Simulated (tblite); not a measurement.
# C7H14Si2: the cost of one run

Programs: tblite 0.8.0 and PySCF 2.14.0, with density-fitted response routines of our own. Each step states its level of theory. These are calculated values for one molecule in the gas phase, unless marked as measured. Atoms count from 0, in the outputs and in this text.

## (1) Starting geometry

23 atoms, charge 0, multiplicity 1; geometry from: force field or distance geometry start.

Bonds of the start (Å): C0–C1 1.33, C1–C2 1.50, C2–Si3 1.89, Si3–C4 1.86, C4–C5 1.36, C5–C6 1.59, C6–C7 1.52, C7–Si8 1.86, C5–C2 1.55, C0–H9 1.08, C0–H10 1.09, C1–H11 1.08, C2–H12 1.11, Si3–H13 1.49, Si3–H14 1.48, C4–H15 1.08, C6–H16 1.10, C6–H17 1.09, C7–H18 1.10, C7–H19 1.10, Si8–H20 1.50, Si8–H21 1.48, Si8–H22 1.49.

## (2) Relaxing the molecule with GFN2-xTB

What the job is given:

```
{"job": {"kind": "relax", "xc": "GFN2-xTB", "basis": "xTB"}, "charge": 0, "multiplicity": 1}
C     -2.309800     1.658700    -0.987900
C     -1.948600     0.384600    -0.893500
C     -1.745300    -0.248000     0.456300
Si    -2.261000    -2.062200     0.594200
C     -0.426300    -2.022800     0.889800
C     -0.274600    -0.685500     0.694000
C      1.029900     0.218900     0.754700
C      1.823700     0.121200    -0.541400
Si     3.370500     1.148600    -0.602900
H     -2.444900     2.122700    -1.957600
H     -2.506600     2.280200    -0.117200
H     -1.751900    -0.203400    -1.781600
H     -2.196200     0.345400     1.279700
H     -3.024800    -2.432500     1.820200
H     -2.638500    -2.748400    -0.660600
H      0.288300    -2.807000     1.116200
H      1.639800    -0.103800     1.614800
H      0.720700     1.245200     0.952600
H      2.091800    -0.926900    -0.719600
H      1.178800     0.410800    -1.377700
H      3.027700     2.594100    -0.419500
H      4.048100     0.985300    -1.910300
H      4.304200     0.751700     0.490100
```

On the command line:

```console
> OMP_NUM_THREADS=1 python probes_run.py task.json out
```

The driver reads the jobs from task.json and runs them one after another.

**Question.** How long does this first job take on 1 thread of Arm Neoverse N1, shared host, and how much memory does it need?

About 2.5 s, with a peak of 0.18 GiB.
